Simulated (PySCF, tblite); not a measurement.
# C₆H₈F₂O₂: geometry, infrared bands and NMR shifts

Aim: predict the infrared bands and NMR shifts of C₆H₈F₂O₂ (`OC[C@@]1(OC(F)F)C=CC1`).

Programs: tblite 0.8.0 and PySCF 2.14.0, with density-fitted response routines of our own. Each step states its level of theory. These are calculated values for one molecule in the gas phase, unless marked as measured. Atoms are numbered from 0 throughout.

### 1 The molecule as given

18 atoms, charge 0, multiplicity 1; geometry from: force field or distance geometry start.

Bonds of the start (Å): O0–C1 1.42, C1–C2 1.53, C2–O3 1.45, O3–C4 1.42, C4–F5 1.34, C4–F6 1.35, C2–C7 1.53, C7–C8 1.34, C8–C9 1.50, C9–C2 1.56, O0–H10 0.97, C1–H11 1.10, C1–H12 1.11, C4–H13 1.10, C7–H14 1.09, C8–H15 1.10, C9–H16 1.10, C9–H17 1.09.

### 2 Optimising the geometry with GFN2-xTB

The job: settings as JSON, then the geometry in Å.

```
{"job": {"kind": "relax", "xc": "GFN2-xTB", "basis": "xTB"}, "charge": 0, "multiplicity": 1}
O     -1.463200    -1.899600    -0.227900
C     -0.794800    -1.015000     0.663600
C     -0.237600     0.209400    -0.067300
O      0.523900    -0.139800    -1.254400
C      1.670000    -0.947800    -1.038800
F      2.220300    -0.655800     0.149500
F      1.263800    -2.232600    -1.009100
C     -1.306000     1.258600    -0.404300
C     -0.794800     2.189300     0.407700
C      0.352400     1.323200     0.849100
H     -0.830000    -2.146600    -0.917200
H     -1.501400    -0.737500     1.461300
H      0.012400    -1.581500     1.162500
H      2.403300    -0.806100    -1.851600
H     -2.179800     1.220700    -1.063100
H     -1.092200     3.210600     0.668200
H      1.349900     1.684800     0.548500
H      0.395000     1.072100     1.911800
```

Launch:

```sh
$ OMP_NUM_THREADS=1 python probes_run.py task.json out
```

This one command runs all jobs of the session in turn.

**Question.** This job is followed by: GFN2-xTB harmonic vibrations, gas phase; GIAO PBE0/pcSseg-1 NMR shielding, non-relativistic, gas phase. What will the session give for the following? strongest single infrared mode (GFN2-xTB); zero-point energy (GFN2-xTB); ¹³C shifts against TMS (PBE0/pcSseg-1); ¹H shifts against TMS (PBE0/pcSseg-1); ¹⁷O shifts against H2O (PBE0/pcSseg-1); ¹⁹F shifts against CFCl3 (PBE0/pcSseg-1).

As calculated:

| quantity | value |
| --- | --- |
| strongest single infrared mode (GFN2-xTB) | 1158 cm⁻¹, 335 km/mol |
| zero-point energy (GFN2-xTB) | 83.3 kcal/mol |
| ¹³C shifts against TMS (PBE0/pcSseg-1) | 150.0, 147.3, 123.3, 86.9, 72.2, 44.5 ppm |
| ¹H shifts against TMS (PBE0/pcSseg-1) | 6.81, 6.57, 6.55, 4.79, 3.72, 2.90, 2.47, 1.66 ppm |
| ¹⁷O shifts against H2O (PBE0/pcSseg-1) | 131.4, 25.2 ppm |
| ¹⁹F shifts against CFCl3 (PBE0/pcSseg-1) | -87.2, -100.7 ppm |

In words: The optimisation took 41 steps and gained 0.271 eV; among the close pairs (by a distance rule), O3–C4 changed most, from 1.419 to 1.327 Å. All 48 modes are real, so the xTB geometry is a minimum. The strongest single mode, at 1158 cm⁻¹, moves mainly O3 and C4. GFN2-xTB is a fitted tight-binding method: band positions and strengths are rough. Its intensities can rank the bands wrongly. At PBE0/pcSseg-1: The largest span, 237 ppm, is at C8, where the paramagnetic term is -218 ppm.
